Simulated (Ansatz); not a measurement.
## Molecular dynamics of W8C8O

Input:

```yaml
accuracy: low
crystal:
  lattice:
    - [5.7832, 0.0, 0.0]
    - [-2.8916, 5.008398, 0.0]
    - [0.0, 0.0, 15.2447]
  atoms:
    - { symbol: W, position: [0.0, 0.0, 0.0655966] }
    - { symbol: C, position: [0.34168527, 0.16871117, 0.15024526] }
    - { symbol: W, position: [0.02570517, -0.00334995, 0.25267071] }
    - { symbol: C, position: [0.3542243, 0.16334154, 0.32681403] }
    - { symbol: W, position: [0.0, 0.5, 0.0655966] }
    - { symbol: C, position: [0.34263444, 0.69047971, 0.15385726] }
    - { symbol: W, position: [0.01956081, 0.4915498, 0.24992331] }
    - { symbol: C, position: [0.3724916, 0.67076711, 0.32756777] }
    - { symbol: W, position: [0.5, 0.0, 0.0655966] }
    - { symbol: C, position: [0.87585709, 0.17285483, 0.16638298] }
    - { symbol: W, position: [0.52330239, 0.00783533, 0.2577213] }
    - { symbol: C, position: [0.51850845, -0.14497542, 0.39376109] }
    - { symbol: W, position: [0.5, 0.5, 0.0655966] }
    - { symbol: C, position: [0.84936041, 0.66689575, 0.15568938] }
    - { symbol: W, position: [0.52586193, 0.47923392, 0.25739795] }
    - { symbol: C, position: [0.83922633, 0.65937104, 0.32314374] }
    - { symbol: O, position: [-0.47294019, -0.13710486, 0.47275323] }
basis:
  ecutwfc: 420.0
kpoints:
  mp_grid: { grid: [2, 2, 1] }
hamiltonian:
  xc: pbe
  pseudopotentials: { kind: paw, azcp: { folder: soft_1 } }
scf:
  occupations: { method: fermi_dirac, width: 0.05 }
  lower_state_search: "off"
md:
  timestep: 1
  n_steps: 160
  ensemble: nve
  temperature: 1350.0
  initial_velocities: maxwell_boltzmann
  seed: 765606
  constraints: [{ sites: [0, 4, 8, 12] }]
```

Command:

```bash
$ ansatz run input.yaml --threads 1 --pin off --max-ram 3072MiB --backend cpu --events-out ev --progress --plain --runs-dir out
```

It goes on from the last frame of an earlier run, with new velocities.

Output, in part (step lines):

```
md step     0: t =     0.00 fs  T =  1350.0 K  F+E_penalty+E_count = -85647.59439330 eV  E_kin = 2.268513 eV  conserved = -85645.32588032 eV  (13 SCF iters)
md step     1: t =     1.00 fs  T =  1338.8 K  F+E_penalty+E_count = -85647.57466208 eV  E_kin = 2.249651 eV  conserved = -85645.32501099 eV  (9 SCF iters)
md step     2: t =     2.00 fs  T =  1312.8 K  F+E_penalty+E_count = -85647.53000449 eV  E_kin = 2.206048 eV  conserved = -85645.32395649 eV  (9 SCF iters)
md step     3: t =     3.00 fs  T =  1281.5 K  F+E_penalty+E_count = -85647.47653147 eV  E_kin = 2.153479 eV  conserved = -85645.32305244 eV  (9 SCF iters)
md step     4: t =     4.00 fs  T =  1252.8 K  F+E_penalty+E_count = -85647.42774646 eV  E_kin = 2.105120 eV  conserved = -85645.32262670 eV  (8 SCF iters)
md step     5: t =     5.00 fs  T =  1229.9 K  F+E_penalty+E_count = -85647.38955220 eV  E_kin = 2.066687 eV  conserved = -85645.32286565 eV  (5 SCF iters)
md step     6: t =     6.00 fs  T =  1210.5 K  F+E_penalty+E_count = -85647.35775547 eV  E_kin = 2.034116 eV  conserved = -85645.32363897 eV  (5 SCF iters)
md step     7: t =     7.00 fs  T =  1187.8 K  F+E_penalty+E_count = -85647.32047410 eV  E_kin = 1.996035 eV  conserved = -85645.32443954 eV  (5 SCF iters)
[... lines left out ...]
md step   160: t =   160.00 fs  T =  1686.2 K  F+E_penalty+E_count = -85648.16006780 eV  E_kin = 2.833430 eV  conserved = -85645.32663754 eV  (11 SCF iters)
```

The steps, from the saved trajectory:

```
time (fs)  T (K)  potential energy less start (eV)  conserved less start (meV/atom)
      0.0   1350                             0.000                             0.00
      5.0   1230                             0.205                             0.18
     10.0   1070                             0.474                             0.24
     15.0   1113                             0.399                             0.06
     20.0   1100                             0.425                             0.27
     25.0   1322                             0.050                             0.15
     30.0   1554                            -0.340                             0.17
     35.0   1557                            -0.344                             0.20
     40.0   1506                            -0.262                            -0.02
     45.0   1226                             0.213                             0.28
     50.0   1219                             0.224                             0.24
     55.0   1464                            -0.190                             0.13
     60.0   1570                            -0.368                             0.09
     65.0   1420                            -0.115                             0.19
     70.0   1327                             0.040                             0.14
     75.0   1285                             0.112                             0.20
     80.0   1366                            -0.024                             0.17
     85.0   1462                            -0.185                             0.19
     90.0   1471                            -0.202                             0.02
     95.0   1311                             0.068                             0.17
    100.0   1406                            -0.091                             0.14
    105.0   1496                            -0.242                             0.20
    110.0   1760                            -0.687                             0.11
    115.0   1917                            -0.951                             0.08
    120.0   1771                            -0.706                             0.05
    125.0   1574                            -0.377                            -0.05
    130.0   1175                             0.300                             0.36
    135.0   1273                             0.130                             0.06
    140.0   1373                            -0.035                             0.18
    145.0   1473                            -0.202                             0.27
    150.0   1640                            -0.488                            -0.01
    155.0   1558                            -0.346                             0.25
    160.0   1686                            -0.566                            -0.04
```

All steps were run. The conserved energy stayed within 0.36 meV per atom of its start (net change -0.045 meV per atom), so the integration is sound. A run of 0.16 ps of so small a system gives no equilibrium averages. Limits of this set-up: coarse k mesh, thin slab, slab without dipole correction, low accuracy level.

Mean squared displacements from the first frame to the last: W 0.04 Å², C 0.29 Å², O 1.86 Å².

Last frame:

```xyz
17
Lattice="5.7832 0.0000 0.0000 -2.8916 5.0084 0.0000 0.0000 0.0000 15.2447" Properties=species:S:1:pos:R:3
W 0.000 0.000 1.000
C 1.365 0.751 2.186
W -0.090 -0.020 3.826
C 1.442 0.587 4.905
W -1.446 2.504 1.000
C 0.178 3.345 2.514
W -1.648 2.474 3.730
C -0.021 3.239 5.192
W 2.892 0.000 1.000
C 4.253 0.944 2.253
W 2.789 0.031 3.760
C 2.710 -1.720 6.580
W 1.446 2.504 1.000
C 2.901 3.371 2.334
W 1.385 2.387 3.854
C 2.877 3.329 5.016
O -3.041 -1.728 7.735
```

The run took 18 min on 1 thread of Arm Neoverse V2, on a shared host, peak memory 0.68 GiB.
